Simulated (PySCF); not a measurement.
# C₆H₅F₂+: vibronic structure

Computed with PySCF 2.14.0 and routines of our own; the level stands in each step. Atoms count from 0.

## Step 1: The system as given

13 atoms, charge 1, multiplicity 1; geometry from: GFN2-xTB.

## Step 2: Vibronic structure: TDDFT B3LYP/6-31G*

The job: settings as JSON, then the geometry in Å.

```
{"job": {"kind": "vib", "xc": "B3LYP", "basis": "6-31G*", "tda": false}, "charge": 1, "multiplicity": 1}
F     -1.392950     2.235002    -0.034023
C     -0.631187     1.185698    -0.024809
C      0.739939     1.286760     0.058507
C      1.509265     0.129393     0.151582
C      0.935870    -1.156227     0.148685
C     -0.415977    -1.309580     0.066082
C     -1.279407    -0.142261    -0.195576
F     -2.537899    -0.235354     0.274953
H      1.195676     2.265457     0.131771
H      2.579723     0.224749     0.284667
H      1.573207    -2.018439     0.284484
H     -0.903815    -2.271267     0.158177
H     -1.376832    -0.193446    -1.322227
```

Method: TDDFT B3LYP/6-31G* vertical-gradient vibronic structure (displaced harmonic oscillators, Condon), gas phase.

Command:

```sh
$ OMP_NUM_THREADS=1 python excited_run.py task.json out
```

The driver reads the jobs from task.json and runs them one after another.

**Question.** How long does this first job take on 1 thread of Arm Neoverse N1, shared host, and how much memory does it need?

About 38 s, with a peak of 0.65 GiB.
